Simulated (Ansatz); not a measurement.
# Mo2H, relaxed

Wanted: the geometry at rest of Mo2H (a structure type of another compound, with these elements put in), relaxing cell and atoms, and its electronic structure there.

Computed, not measured: Ansatz 0.2.0, DFT, PBEsol, collinear spin, plane waves, PAW.

### 1 The cell

The structure is monoclinic, space group C2/m (No. 12). Conventional cell: a = 4.598 Å, b = 3.093 Å, c = 4.598 Å, α = 90.00°, β = 95.50°, γ = 90.00°. Around Mo (site symmetry m) lie 1 H at 1.70 Å. H (site symmetry 2/m) has 2 Mo at 1.70 Å as nearest neighbours.

As a file:

```
Mo H
1.0
     2.29893    1.54636    0.00000
     2.29893   -1.54636    0.00000
     0.44068    0.00000   -4.57669
Mo H
2 1
Direct
  0.00000 0.00000 0.00000
  0.50000 0.50000 0.50000
  0.75000 0.75000 0.75000
```

It starts from an earlier solution of the starting cell (checkpoint.read).

### 2 The relaxation

Input file input.yaml:

```yaml
crystal:
  lattice:
    - [2.29892644, 1.5463629, 0.0]
    - [2.29892644, -1.5463629, 0.0]
    - [0.44068309, 0.0, -4.57668924]
  atoms:
    - { symbol: Mo, position: [0.0, 0.0, 0.0] }
    - { symbol: Mo, position: [0.5, 0.5, 0.5] }
    - { symbol: H, position: [0.75, 0.75, 0.75] }
  symmetry: { detect: false, time_reversal: true }
kpoints:
  mp_grid: { grid: [7, 7, 4], shift: [0, 0, 0] }
magnetization:
  spin_polarized: true
scf:
  occupations: { method: cold, width: 0.0169 }
  lower_state_search: "off"
hamiltonian:
  pseudopotentials: { kind: paw }
  xc: pbesol
basis:
  ecutwfc: 420
  fft_grid_basis: typed
relax:
  max_steps: 40
  cell: { p_target: 0.0 }
  f_tol: 0.03
output:
  forces: true
  stress: true
  eigenvalues: true
  bader: true
  populations: true
  elf: true
  write_potential: true
  volumetric_format: npy
  dos:
    e_range: [-12, 8]
    de: 0.05
    projected: { site_lists: { H: [H], Mo: [Mo] } }
  write_density: true
checkpoint:
  read: saved_state
```

Command:

```console
$ ansatz run input.yaml --threads 2 --pin off --max-ram 4096MiB --backend cpu --events-out ev --progress --plain --runs-dir out
```

Before running it: what results should come out? Wanted: moves; energy gained; largest move; cell; volume; pressure at the end; character; Bader charges; moments.

**Answer**, as computed:

| quantity | value |
| --- | --- |
| moves | 11 |
| energy gained | 191.5 meV/atom |
| largest move | 0.25 Å (Mo) |
| space group (0.01 Å), before / after | C2/m / C2/m |
| cell | a = 2.758 Å, b = 2.757 Å, c = 4.769 Å, α = 82.52°, β = 82.53°, γ = 67.22° |
| volume | 11.01 Å³/atom (+1.5 %) |
| pressure at the end | 0.01 GPa |
| formation energy (elements from separate runs) | 0.06 eV/atom |
| character | metal |
| density of states, mean within 0.25 eV of the Fermi level | 2.2 per eV per cell |
| Bader charges | Mo +0.21, H -0.42 e |
| moments | none |

**Reading.** The volume grew by 1.5 %, and the largest move of an atom is 0.25 Å apart from the change of the cell; the energy fell by 191.5 meV per atom. It is a metal; within 0.25 eV of the Fermi level the density of states averages 2.2 per eV per cell, mostly Mo d (93 %). Mo loses most charge (+0.21 e on average) and H gains most (-0.42 e). No moment forms.

Limits of this run: the program displaced the start to leave a saddle point; an input typed no starting moments; the k mesh is coarse for a cell without a gap.
